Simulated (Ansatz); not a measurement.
**SnSe2: further runs on the relaxed cell**

An exercise on one series of results from a longer session: the logs are not shown, and one member is left open.

Computed with Ansatz 0.2.0 (DFT PBE+D3(BJ), scalar-relativistic, plane waves, PAW, unless a step's input says otherwise).

1 further run of the same task is left out (set aside as unsound or not needed).

### The structure to begin with

Symmetry: P-3m1, No. 164, trigonal system. Conventional cell: a = 3.839 Å, b = 3.839 Å, c = 6.011 Å, α = 90.00°, β = 90.00°, γ = 120.00°. Sn (site symmetry -3m) has 6 Se at 2.73 Å as nearest neighbours. Se (site symmetry 3m) has 3 Sn at 2.73 Å as nearest neighbours.

As a file:

```
CELL_PARAMETERS angstrom
3.83882 0.00000 0.00000
-1.91941 3.32451 0.00000
0.00000 0.00000 6.01099
ATOMIC_POSITIONS crystal
Sn 0.00000 0.00000 0.00000
Se 0.33333 0.66667 0.26511
Se 0.66667 0.33333 0.73489
```

This cell was relaxed beforehand with the same method: volume 25.57 Å³/atom, gap on the mesh 0.35 eV.

Set-up of the first run:

Input file input.yaml:

```yaml
crystal:
  lattice:
    - [3.8388190863, 0.0, 0.0]
    - [-1.9194095431, 3.3245148493, 0.0]
    - [0.0, 0.0, 6.0109858297]
  atoms:
    - { symbol: Sn, position: [0.0, 0.0, 0.0] }
    - { symbol: Se, position: [0.3333333333, 0.6666666667, 0.2651136447] }
    - { symbol: Se, position: [0.6666666667, 0.3333333333, 0.7348863553] }
basis:
  ecutwfc: 500
kpoints:
  mp_grid: { grid: [12, 12, 6] }
  band_path:
    path:
      - [[0.0, 0.0, 0.0], [0.5, 0.0, 0.0], [0.33333333, 0.33333333, 0.0], [0.0, 0.0, 0.0], [0.0, 0.0, 0.5], [0.5, 0.0, 0.5], [0.33333333, 0.33333333, 0.5], [0.0, 0.0, 0.5]]
      - [[0.5, 0.0, 0.5], [0.5, 0.0, 0.0]]
      - [[0.33333333, 0.33333333, 0.5], [0.33333333, 0.33333333, 0.0]]
    npoints: 14
hamiltonian:
  xc: r2scan
scf:
  occupations: { method: gaussian, width: 0.02 }
  n_extra_bands: 7
output:
  forces: true
  stress: true
  eigenvalues: true
  populations: true
  dos: { projected: true, de: 0.02, nscf_kmesh: { grid: [18, 18, 9] } }
  bader: true
```

Launch:

```console
> ansatz run input.yaml --threads 1 --pin off --max-ram 2560MiB --backend cpu --events-out ev --progress --plain --runs-dir out
```

Steps of the session up to this table: The same geometry with r2SCAN; Seeking the band edges over the whole zone (r2SCAN); Levels beside the edges (r2SCAN); Level of theory: PBE+D3(BJ) with spin-orbit coupling; Band edges anywhere in the zone (PBE+D3(BJ) with spin-orbit coupling); Eigenvalues a small step from each edge (PBE+D3(BJ) with spin-orbit coupling); Level of theory: LDA.

One of the session's tables, all rows but one given; the rest of the session is left out.

```
                              level  gap (eV)  pressure (GPa)
                         PBE+D3(BJ)      0.35             0.0
                             r2SCAN      0.63             0.4
PBE+D3(BJ) with spin-orbit coupling      0.34             0.1
                                LDA         ?               ?
```

Estimate the missing values for LDA.

As computed: gap (eV): 0.21; pressure (GPa): -2.3. In the column «gap (eV)» it is the lowest.

All at the geometry relaxed with the first. The spin-orbit run may use another mesh or path, so its gap and time are not quite like for like.
